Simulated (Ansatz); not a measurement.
Predict the output of the script below (the Ansatz DFT code, driven from Python).

The script, `plan_banacewo6.py`:
```python
'''What the engine would do for BaNaCeWO6, without solving.'''

import ansatz as az

banacewo6 = (
    az.Lattice.from_parameters(6.029106, 6.029106, 6.029106, alpha=60.0, beta=60.0, gamma=60.0)
    .atom('Na', (0.75, 0.75, 0.75))
    .atom('Ba', (0.25, 0.25, 0.25))
    .atom('Ce', (0.0, 0.0, 0.0))
    .atom('W', (0.5, 0.5, 0.5))
    .atom('O', (0.7319, 0.2681, 0.2681))
    .atom('O', (0.2681, 0.7319, 0.7319))
    .atom('O', (0.7319, 0.7319, 0.2681))
    .atom('O', (0.2681, 0.2681, 0.7319))
    .atom('O', (0.2681, 0.7319, 0.2681))
    .atom('O', (0.7319, 0.2681, 0.7319))
    .moments(Ce=0.7)
)

model = (
    banacewo6.calculation()
    .spin('collinear')
    .occupations(az.OccupationsMethod.FERMI_DIRAC, width=0.1)
    .basis(34 * az.Ry)
    .functional('pbesol', dispersion='d4')
    .kpoints(5, 5, 5)
    .hubbard('Ce', 'f', u_eff=5.0)
)
session = model.session()
print('features:', ', '.join(session.active_features))
print('SCF threshold (eV):', session.dr2_threshold)
planned = session.plan(dry_run=True)
told = planned.describe()
for name in ('ecut_ev', 'ecutrho_ev', 'n_bands', 'nominal_top_band', 'n_pw_range', 'fft_dense', 'fft_smooth', 'n_sym_ops', 'cell_volume_ang3'):
    print(f'{name:18s} {told[name]}')
for notice in planned.prep()['deck_notices']:
    print('resolved:', notice['kind'])
```

`python plan_banacewo6.py` gives:
```text
DeckWarning: where an SCF of this run starts from atoms to list the orders of its open shells and the search before its SCF finds no orbital order (open_shell_order_search_failed says so), Ce (site 2, from 0) starts with 0.97 μB on its 4f shell, in the place of the 0.70 μB that the deck gives it: an open f shell [...]
features: AnyPaw, Paw, PbeFamilyXc, PairwiseDispersion, Hubbard, HubbardAllElectronProjectors, FractionalOccupations, CollinearSpin
SCF threshold (eV): 1e-07
ecut_ev            462.593566181796
ecutrho_ev         1850.374264727184
n_bands            62
nominal_top_band   41
n_pw_range         [3479, 3523]
fft_dense          [45, 45, 45]
fft_smooth         [45, 45, 45]
n_sym_ops          24
cell_volume_ang3   154.96861814555743
resolved: cutoff_auto_derived
resolved: projection_atom
resolved: projection_atom
resolved: projection_atom
resolved: projection_atom
resolved: projection_atom
resolved: n_bands_auto_derived
resolved: mixing_algorithm_auto_resolved
resolved: open_shell_order_search
resolved: given_moment_on_shells
resolved: check_enabled
```
(Warnings from the package without file and line, shortened.)

The structure comes from a database and needn't be a stable phase.
